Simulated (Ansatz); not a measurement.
# GeSe+ (doublet): the correlation ladder, cc-pVDZ

Aim: climb from Hartree-Fock through coupled cluster and multireference methods for GeSe+ (doublet) at one geometry and basis, and see what each rung misses.

Method: cc-pVDZ, core rule «outside noble gas», up to 28 orbitals frozen; program: Ansatz 0.2.0, Gaussian basis.

To be run: UHF; CCSD(T) on ROHF; CCSD(T) on UHF; BCCD(T) on ROHF; CISD; CCSDT(Q) on ROHF; CCSDT(Q) on UHF; CASSCF and MRCISD+Q, 9 electrons in 8 orbitals; CASSCF and NEVPT2, 9 electrons in 8 orbitals.

13 further runs of the same task are left out: 7 that didn't finish, 6 set aside as unsound or not needed.

## 1. The system

The geometry is a PBE0/def2-TZVP stationary point (not a proven minimum) of the parent state, kept for this charge and spin. No spin-orbit coupling is included. The filled d shell of Ge, Se may be among the frozen orbitals whatever the setting's name suggests; the logs give the count.

2 atoms, charge 1, spin multiplicity 2.

Atoms are counted from 1 here; the program's logs count them from 0.

Bond lengths: Ge1–Se2 2.140 Å.

## 2. UHF

Input file in.yaml:

```yaml
crystal:
  periodic: [false, false, false]
  atoms:
    - {symbol: Ge, position_ang: [0.000000, 0.000000, 0.000000]}
    - {symbol: Se, position_ang: [0.000000, 0.000000, 2.140400]}
basis:
  gaussian: {orbitals: cc-pVDZ}
total_charge: 1
magnetization: {spin_polarized: true, initial_magnetization: 1}
hamiltonian: {xc: hf}
output: {orbitals: {seedname: orbitals}}
```

The run is started by

```sh
ansatz run in.yaml --threads 1 --pin off --events-out ev --progress --plain --max-ram 2393MiB
```

The runs that follow: CCSD(T) on ROHF; CCSD(T) on UHF; BCCD(T) on ROHF; CISD; CCSDT(Q) on ROHF; CCSDT(Q) on UHF; CASSCF and MRCISD+Q, 9 electrons in 8 orbitals; CASSCF and NEVPT2, 9 electrons in 8 orbitals.

Q: Predict the results of all the runs planned. Wanted: UCCSDT(Q) below the RHF energy; RMP2 from UCCSDT(Q); UMP2 from UCCSDT(Q); RCCSD from UCCSDT(Q); RCCSD(T) from UCCSDT(Q); UCCSD(T) from UCCSDT(Q); RCCSDT(Q) from UCCSDT(Q); NEVPT2 valence from UCCSDT(Q); MRCISD+Q valence from UCCSDT(Q).

The runs gave:

```
                         quantity                                        value
   UCCSDT(Q) below the RHF energy                                   -4.8772 eV
              RMP2 from UCCSDT(Q)                                   +944.0 meV
              UMP2 from UCCSDT(Q)                                   +952.9 meV
             RCCSD from UCCSDT(Q)                                   +214.5 meV
          RCCSD(T) from UCCSDT(Q)                                    +45.1 meV
          UCCSD(T) from UCCSDT(Q)                                    +43.4 meV
         RCCSDT(Q) from UCCSDT(Q)                                     +4.1 meV
    NEVPT2 valence from UCCSDT(Q)                                   +751.0 meV
  MRCISD+Q valence from UCCSDT(Q)                                    +12.8 meV
levels within 1 kcal/mol (43 meV)  RCCSDT, UCCSDT, RCCSDT(Q), MRCISD+Q valence
                    T1 diagnostic                                        0.026
   effectively unpaired electrons                                         1.05
```

**Reading.** RCCSD(T) lands +45.1 meV from the yardstick (0.9 % of the correlation energy). One determinant dominates. Of the multireference levels listed MRCISD+Q valence comes nearest in total energy (+12.8 meV), which doesn't show that its space is the better one. These misses are within one basis, not against nature; the frozen cores of restricted and unrestricted runs differ, which can shift their rows.
